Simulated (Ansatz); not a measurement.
**H5InSe: short molecular-dynamics run**

How does H5InSe move over a short run? Aim: a short molecular-dynamics run, for H5InSe, run from a script. SMILES: [SeH2+][InH3-].

Program: Ansatz 0.2.0, driven from Python. Level of theory: PBE/def2-SVP. These are calculated values, not measurements.

**1. The structure**

Bond lengths: Se1–In2 2.599 Å, Se1–H3 1.444 Å, Se1–H4 1.541 Å, In2–H5 1.822 Å, In2–H6 1.820 Å, In2–H7 1.837 Å. Angles: Se1–In2–H5 110.0°, Se1–In2–H6 110.7°, Se1–In2–H7 108.2°, H5–In2–H6 109.6°, H5–In2–H7 109.1°, H6–In2–H7 109.2°, In2–Se1–H3 91.9°, In2–Se1–H4 87.8°, H3–Se1–H4 89.7°.

The script holds or builds the structure itself.

**2. The script**

The input, md_h5inse.py:

```python
# -*- coding: utf-8 -*-
"""A short Born-Oppenheimer trajectory of H5InSe."""

import ansatz as az
import numpy as np


def main():
    geometry_ang = [
        ("Se", (-1.0233, -1.3398, 0.5613)),
        ("In", (0.286, 0.8487, 0.058)),
        ("H", (0.1784, -2.1366, 0.476)),
        ("H", (-1.2275, -1.498, -0.9581)),
        ("H", (0.0062, 1.3577, -1.6685)),
        ("H", (-0.2345, 2.1839, 1.1803)),
        ("H", (2.0759, 0.5162, 0.3054)),
    ]
    molecule = az.Crystal.molecule()
    for symbol, xyz in geometry_ang:
        molecule = molecule.atom(symbol, xyz)

    base = (
        molecule.calculation()
        .basis(gaussian="def2-SVP")
        .functional("PBE")  # level of theory
        .md("nvt_nose_hoover", timestep=0.5, steps=40, temperature=300, initial_velocities="maxwell_boltzmann", seed=68, thermostat_time=10)
    )
    frames = []
    base.session().plan().execute(on_event=lambda e: frames.append(e["data"]) if e["event"] == "md_step" else None)
    print("t (fs)   E_pot (eV)      E_kin (eV)   T (K)   d(0-1) (A)")
    for f in frames[::3]:
        xyz = np.array(f["positions_ang"])
        print(f"{f['time_fs']:6.2f} {f['lagrangian_ev']:14.5f} {f['e_kin_ev']:10.5f} {f['temperature_k']:8.1f} {np.linalg.norm(xyz[0] - xyz[1]):9.4f}")
    kept = np.array([f["conserved_ev"] for f in frames])
    print(f"conserved energy moves by at most {1000 * np.ptp(kept):.3f} meV")


if __name__ == "__main__":
    main()
```

**3. The calls as engine input**

The package turns the script's settings into the engine's input:

```yaml
crystal:
  periodic: [false, false, false]
  atoms:
    - { symbol: Se, position_ang: [-1.0233, -1.3398, 0.5613] }
    - { symbol: In, position_ang: [0.286, 0.8487, 0.058] }
    - { symbol: H, position_ang: [0.1784, -2.1366, 0.476] }
    - { symbol: H, position_ang: [-1.2275, -1.498, -0.9581] }
    - { symbol: H, position_ang: [0.0062, 1.3577, -1.6685] }
    - { symbol: H, position_ang: [-0.2345, 2.1839, 1.1803] }
    - { symbol: H, position_ang: [2.0759, 0.5162, 0.3054] }
basis:
  gaussian:
    orbitals: def2-SVP
hamiltonian:
  xc: pbe
md:
  timestep: 0.5
  n_steps: 40
  ensemble: nvt_nose_hoover
  temperature: 300.0
  nose_hoover:
    tau: 10.0
  initial_velocities: maxwell_boltzmann
  seed: 68
```

**4. Running it**

Started as:

```
> python md_h5inse.py
```

Q: Predict the main results. Wanted: total energy; dipole moment; mean temperature, second half; farthest move; largest change of the conserved energy.

As calculated:

| quantity | value |
| --- | --- |
| total energy | -70585.3310 eV |
| dipole moment | 3.44 D |
| length of the run | 40 steps, 20 fs |
| mean temperature, second half | 465 K |
| farthest move | 0.70 Å |
| largest change of the conserved energy | 0.14 meV/atom |

**Reading.** The temperature swings between 251 and 663 K, with a mean of 465 K in the second half; 7 atoms fluctuate widely. The conserved energy stays within 0.14 meV/atom, so the time step holds. 20 fs show the first vibrations only, not equilibrium. The trajectory is only some femtoseconds long, and gives no averages; where the script doesn't relax first, it starts from a rough generated geometry. def2 sets replace the cores of elements past krypton by effective core potentials. The temperature counts the internal degrees of freedom alone.
